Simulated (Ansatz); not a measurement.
# Alloy of Si and Sn (56 of 64 Si sites exchanged), 64 atoms

How does this alloy cell relax, and what gap do PBEsol give?

All numbers are computed with Ansatz 0.2.0 (PAW, plane waves).

**1. Starting point**

64 atoms (56 Sn, 8 Si); a = 12.813 Å, b = 12.813 Å, c = 12.813 Å, α = 90.00°, β = 90.00°, γ = 90.00°. All atoms were shaken off their sites by about 0.02 Å along each axis; atoms next to an added one may be pushed further to make room.

The runs, in order: (2) PBEsol cell relaxation at the single k point (¼, ¼, ¼), on 1 × NVIDIA GB200 with 8 threads of Arm Neoverse-V2.

**2. PBEsol relaxation of the cell and the positions**

Input file in.yaml:

```yaml
crystal:
  lattice:
    - [12.813394, 0.000000, 0.000000]
    - [0.000000, 12.813394, 0.000000]
    - [0.000000, 0.000000, 12.813394]
  atoms:
    - { symbol: Sn, position: [0.997597, 0.000720, 0.000656] }
    - { symbol: Sn, position: [0.000963, 0.998468, 0.498810] }
    - { symbol: Sn, position: [0.999518, 0.499917, 0.999684] }
    - { symbol: Sn, position: [0.995910, 0.498989, 0.497559] }
    - { symbol: Sn, position: [0.496716, 0.998748, 0.999476] }
    - { symbol: Sn, position: [0.498500, 0.002059, 0.501460] }
    - { symbol: Sn, position: [0.499765, 0.501100, 0.499662] }
    - { symbol: Sn, position: [0.124742, 0.123069, 0.126399] }
    - { symbol: Sn, position: [0.124264, 0.124832, 0.624521] }
    - { symbol: Sn, position: [0.125816, 0.626066, 0.125951] }
    - { symbol: Sn, position: [0.123892, 0.627138, 0.626612] }
    - { symbol: Sn, position: [0.624481, 0.123649, 0.125344] }
    - { symbol: Sn, position: [0.622946, 0.123276, 0.622073] }
    - { symbol: Sn, position: [0.624704, 0.626509, 0.126289] }
    - { symbol: Sn, position: [0.625699, 0.631618, 0.622496] }
    - { symbol: Sn, position: [0.246988, 0.252956, 0.499751] }
    - { symbol: Sn, position: [0.251400, 0.753481, 0.998499] }
    - { symbol: Sn, position: [0.248796, 0.749055, 0.500982] }
    - { symbol: Sn, position: [0.748654, 0.251017, 0.999606] }
    - { symbol: Sn, position: [0.749412, 0.250802, 0.500415] }
    - { symbol: Sn, position: [0.749908, 0.749390, 0.000448] }
    - { symbol: Sn, position: [0.750942, 0.748478, 0.501006] }
    - { symbol: Sn, position: [0.376361, 0.375882, 0.123948] }
    - { symbol: Sn, position: [0.375317, 0.873943, 0.124217] }
    - { symbol: Sn, position: [0.375994, 0.875143, 0.626971] }
    - { symbol: Sn, position: [0.873707, 0.376282, 0.125275] }
    - { symbol: Sn, position: [0.875974, 0.373434, 0.627838] }
    - { symbol: Sn, position: [0.877708, 0.876751, 0.126788] }
    - { symbol: Sn, position: [0.875245, 0.874303, 0.627761] }
    - { symbol: Sn, position: [0.247973, 0.998691, 0.249077] }
    - { symbol: Sn, position: [0.251381, 0.000196, 0.748242] }
    - { symbol: Sn, position: [0.252677, 0.500545, 0.751524] }
    - { symbol: Sn, position: [0.750414, 0.002547, 0.247104] }
    - { symbol: Sn, position: [0.748938, 0.501299, 0.251271] }
    - { symbol: Sn, position: [0.375050, 0.122813, 0.376103] }
    - { symbol: Sn, position: [0.375343, 0.121759, 0.873523] }
    - { symbol: Sn, position: [0.376359, 0.626006, 0.374755] }
    - { symbol: Sn, position: [0.375353, 0.626423, 0.878413] }
    - { symbol: Sn, position: [0.872345, 0.125087, 0.374121] }
    - { symbol: Sn, position: [0.872652, 0.127149, 0.874121] }
    - { symbol: Sn, position: [0.873767, 0.624559, 0.371628] }
    - { symbol: Sn, position: [0.874962, 0.624676, 0.872999] }
    - { symbol: Sn, position: [0.002875, 0.247349, 0.250198] }
    - { symbol: Sn, position: [0.000487, 0.750469, 0.252630] }
    - { symbol: Sn, position: [0.001046, 0.752607, 0.750192] }
    - { symbol: Sn, position: [0.501773, 0.251568, 0.251807] }
    - { symbol: Sn, position: [0.499892, 0.250250, 0.746632] }
    - { symbol: Sn, position: [0.501907, 0.753531, 0.749717] }
    - { symbol: Sn, position: [0.126027, 0.376202, 0.378021] }
    - { symbol: Sn, position: [0.127703, 0.376088, 0.874990] }
    - { symbol: Sn, position: [0.127326, 0.874502, 0.374202] }
    - { symbol: Sn, position: [0.125022, 0.874911, 0.875140] }
    - { symbol: Sn, position: [0.626671, 0.374129, 0.374285] }
    - { symbol: Sn, position: [0.627889, 0.375882, 0.875120] }
    - { symbol: Sn, position: [0.624483, 0.875198, 0.375913] }
    - { symbol: Sn, position: [0.623789, 0.875595, 0.871273] }
    - { symbol: Si, position: [0.499040, 0.501048, 0.002699] }
    - { symbol: Si, position: [0.249861, 0.249298, 0.997864] }
    - { symbol: Si, position: [0.374527, 0.371783, 0.624583] }
    - { symbol: Si, position: [0.248170, 0.501376, 0.249965] }
    - { symbol: Si, position: [0.750734, 0.001431, 0.749098] }
    - { symbol: Si, position: [0.750922, 0.499484, 0.751367] }
    - { symbol: Si, position: [0.001288, 0.251416, 0.750291] }
    - { symbol: Si, position: [0.503414, 0.750958, 0.251379] }
  symmetry: { detect: false }
kpoints:
  mp_grid: { grid: [1, 1, 1], shift: [0.25, 0.25, 0.25] }
hamiltonian:
  xc: pbesol
scf:
  occupations: { method: fermi_dirac, width: 0.01 }
relax:
  f_tol: 0.03
  max_steps: 80
  escape_saddle: false
  adjacent_minimum: "off"
  cell: { fix: [shape] }
output:
  forces: true
  eigenvalues: true
  populations: true
```

Launch:

```
$ ansatz run in.yaml --threads 8 --pin off --max-ram 118750MiB --runs-dir r --events-out ev --progress --plain --backend cuda --devices 0, --max-vram 170GiB
```

Before running it: what results should come out? Wanted: for each run, top filled to lowest empty.

**Answer**, as computed:

```
             level         time  top filled to lowest empty (eV)
PBEsol, relaxation  6.8 s (GPU)                             0.25
```

```
     quantity                                                                         value
   relaxation                                              5 recorded steps, 3.04 eV gained
largest shift                                                0.26 Å (Sn55 and others alike)
 relaxed cell  a = 12.791 Å, b = 12.791 Å, c = 12.791 Å, α = 90.00°, β = 90.00°, γ = 90.00°
   mean bonds                                                    Si–Sn 2.632, Sn–Sn 2.819 Å
```

**What this shows.** The relaxation lowers the energy by 3.04 eV; the largest shift is 0.26 Å (Sn55 and others alike), while the volume changes by -0.5 %. Part of this undoes the random shake of the start. The mean lengths of the listed bonds run from Si–Sn 2.63 Å to Sn–Sn 2.82 Å. No spin–orbit coupling is included; with elements this heavy it would shift the edges. With one k point the spacing samples only the states that fold onto it, so it can exceed the gap over the zone.
